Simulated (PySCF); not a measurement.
**Germyl Cyanide (CH₃GeN): electronic excitations and core binding energies**

Wanted: the electronic excitations and core binding energies of Germyl Cyanide (CH₃GeN) (`N#[C][GeH3]`), by calculation.

The runs use PySCF 2.14.0, with density-fitted response routines of our own; the level of theory stands in each step. All values are computed, except where a source is named. Atoms count from 0, in the outputs and in this text.

### Step 1. The molecule as given

6 atoms, charge 0, multiplicity 1; geometry from: GFN2-xTB.

Bonds of the start (Å): N0–C1 1.14, C1–Ge2 1.91, Ge2–H3 1.49, Ge2–H4 1.49, Ge2–H5 1.49.

### Step 2. Ultraviolet spectrum: PBE0/def2-SVPD

The job: settings as JSON, then the geometry in Å.

```
{"job": {"kind": "uv", "xc": "PBE0", "basis": "def2-SVPD", "nstates": 8, "ntriplets": 3}, "charge": 0, "multiplicity": 1}
N      2.446562     0.009728     0.048477
C      1.302088     0.005427     0.024203
Ge    -0.603599    -0.001974    -0.016455
H     -1.038725     1.270450    -0.655963
H     -1.026090    -1.186536    -0.814177
H     -1.077113    -0.095105     1.392340
```

With the program's defaults for keys left out, this is: TDDFT PBE0/def2-SVPD, vertical, gas phase, core orbitals frozen in the response.

**Question.** This job is followed by: delta-SCF UKS SCAN, pcX-2 on the ionised atom, pcseg-1 elsewhere, spin-free X2C. What will the session give for the following? lowest singlet (PBE0/def2-SVPD); brightest single state of those computed; lowest triplet; N1s binding energies, SCAN/pcX-2; C1s binding energies, SCAN/pcX-2.

As calculated:

| quantity | value |
| --- | --- |
| lowest singlet (PBE0/def2-SVPD) | 7.36 eV (168 nm), f = 0.000 |
| brightest single state of those computed | state 6, 8.66 eV, f = 0.020 |
| lowest triplet | 6.04 eV |
| N1s binding energies, SCAN/pcX-2 | N0 405.30 eV |
| C1s binding energies, SCAN/pcX-2 | C1 291.91 eV |

**Reading.** The lowest singlet, at 7.36 eV, is HOMO−1→LUMO 0.45, HOMO→LUMO+1 0.45 and is dark; of the 8 states computed, the strongest absorption comes from states 6 to 7 together at 8.66 eV. The lowest triplet lies 1.32 eV below the lowest singlet (triplets in Tamm-Dancoff, singlets in full TDDFT).
